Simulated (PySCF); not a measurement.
# Cl₂FGa₂H₃: electronic excitations

Wanted: the electronic excitations of Cl₂FGa₂H₃ (`[F][GaH-]1[Cl+][GaH2-][Cl+]1`), by calculation.

The runs use PySCF 2.14.0, with density-fitted response routines of our own; the level of theory stands in each step. All values are computed, except where a source is named. Atoms count from 0, in the outputs and in this text.

### Step 1. Starting geometry

8 atoms, charge 0, multiplicity 1; geometry from: GFN2-xTB.

Bonds of the start (Å): F0–Ga1 1.74, Ga1–Cl2 2.28, Cl2–Ga3 2.28, Ga3–Cl4 2.28, Cl4–Ga1 2.28, Ga1–H5 1.52, Ga3–H6 1.55, Ga3–H7 1.55.

### Step 2. Excited states and response: B3LYP/def2-SVPD

What the job is given:

```
{"job": {"kind": "uv", "xc": "B3LYP", "basis": "def2-SVPD", "nstates": 8, "ntriplets": 3}, "charge": 0, "multiplicity": 1}
F     -2.697505     1.080103     0.213153
Ga    -1.557197    -0.185453    -0.145408
Cl    -0.045655    -0.472508     1.536273
Ga     1.640555     0.144753     0.128713
Cl     0.109409     0.562348    -1.509132
H     -2.183020    -1.486621    -0.613840
H      2.268338     1.472513     0.619186
H      2.474132    -1.105723    -0.253510
```

Method: TDDFT B3LYP/def2-SVPD, vertical, gas phase, core orbitals frozen in the response.

Run with:

```sh
> OMP_NUM_THREADS=1 python probes_run.py task.json out
```

The driver reads the jobs from task.json and runs them one after another.

What will the session give for the following? lowest singlet (B3LYP/def2-SVPD); brightest single state of those computed; lowest triplet. Wanted: lowest singlet; brightest single state of those computed; lowest triplet.

As calculated:

```
                                quantity                        value
        lowest singlet (B3LYP/def2-SVPD)  6.39 eV (194 nm), f = 0.000
brightest single state of those computed  state 5, 7.57 eV, f = 0.106
                          lowest triplet                      6.07 eV
```

In words: The lowest singlet, at 6.39 eV, is HOMO→LUMO 0.99 and is dark; of the 8 states computed, the strongest absorption comes from state 5 at 7.57 eV. The lowest triplet lies 0.32 eV below the lowest singlet (triplets in Tamm-Dancoff, singlets in full TDDFT).
